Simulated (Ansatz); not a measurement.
A run of Ansatz 0.2.0 is set up as follows.

The input input.yaml:

```yaml
crystal:
  lattice:
    - [4.865622, 0.0, 0.0]
    - [0.0, 4.865622, 0.0]
    - [0.0, 0.0, 4.865622]
  atoms:
    - { symbol: Te, position: [0.0, 0.0, 0.0] }
    - { symbol: Sn, position: [0.0, 0.5, 0.5] }
    - { symbol: Sn, position: [0.5, 0.0, 0.5] }
    - { symbol: Sn, position: [0.5, 0.5, 0.0] }
hamiltonian:
  xc: pbesol
  pseudopotentials: { kind: paw_fr }
magnetization:
  noncollinear: true
  spin_orbit: true
kpoints:
  mp_grid: { grid: [6, 6, 6] }
  band_path:
    path:
      - [[0.0, 0.0, 0.0], [0.0, 0.5, 0.0], [0.5, 0.5, 0.0], [0.0, 0.0, 0.0], [0.5, 0.5, 0.5], [0.0, 0.5, 0.0]]
      - [[0.5, 0.5, 0.0], [0.5, 0.5, 0.5]]
    npoints: 14
scf:
  occupations: { method: fermi_dirac, width: 0.05 }
  n_extra_bands: 10
output:
  forces: true
  stress: true
  eigenvalues: true
  fatbands: true
```

Potentials or basis: Ansatz PAW.

Run with:

```console
$ ansatz run input.yaml --threads 2 --pin off --max-ram 5632MiB --backend cpu --events-out ev --progress --plain --runs-dir out
```

(1) What does it give for the pressure?

(2) What does it give for the band gap on the k mesh?

Results:

(1) -2.3 GPa.

(2) none (metal or under the smearing width).

Caveat: the PAW data sets come from PBE, with cores solved anew for the run's functional, which leaves a small shift of forces and pressure.
